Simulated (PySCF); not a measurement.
# CH4O2Si: the cost of one run

The runs use PySCF 2.14.0, with density-fitted response routines of our own; the level of theory stands in each step. All values are computed, except where a source is named. Atoms are numbered from 0 throughout.

## (1) The molecule as given

8 atoms, charge 0, multiplicity 1; geometry from: GFN2-xTB. The atoms were then displaced at random by about 0.01 Å, so the start is not that level's minimum.

Bonds of the start (Å): O0–C1 1.22, C1–O2 1.32, O2–Si3 1.62, C1–H4 1.11, Si3–H5 1.46, Si3–H6 1.47, Si3–H7 1.47.

## (2) Relaxing the molecule at PBE0-D3(BJ)/def2-SVP

The job: settings as JSON, then the geometry in Å.

```
{"job": {"xc": "PBE0", "basis": "def2-SVP", "d3": "d3bj", "grid": 1, "shake": 0.01, "kind": "geom"}, "charge": 0, "multiplicity": 1}
O      1.572290    -0.971460     0.659140
C      1.461430     0.077880     0.052380
O      0.332120     0.634830    -0.356450
Si    -1.126940    -0.022010    -0.075200
H      2.337820     0.687450    -0.245870
H     -1.228940    -1.323320    -0.722760
H     -1.361100    -0.117840     1.368090
H     -1.931540     1.015320    -0.731810
```

On the command line:

```
OMP_NUM_THREADS=1 python probes_run.py task.json out
```

The driver reads the jobs from task.json and runs them one after another.

**Question.** How long does this first job take on 1 thread of Intel Xeon Platinum 8259CL at 2.50GHz, shared host, and how much memory does it need?

About 16 s, with a peak of 0.34 GiB.
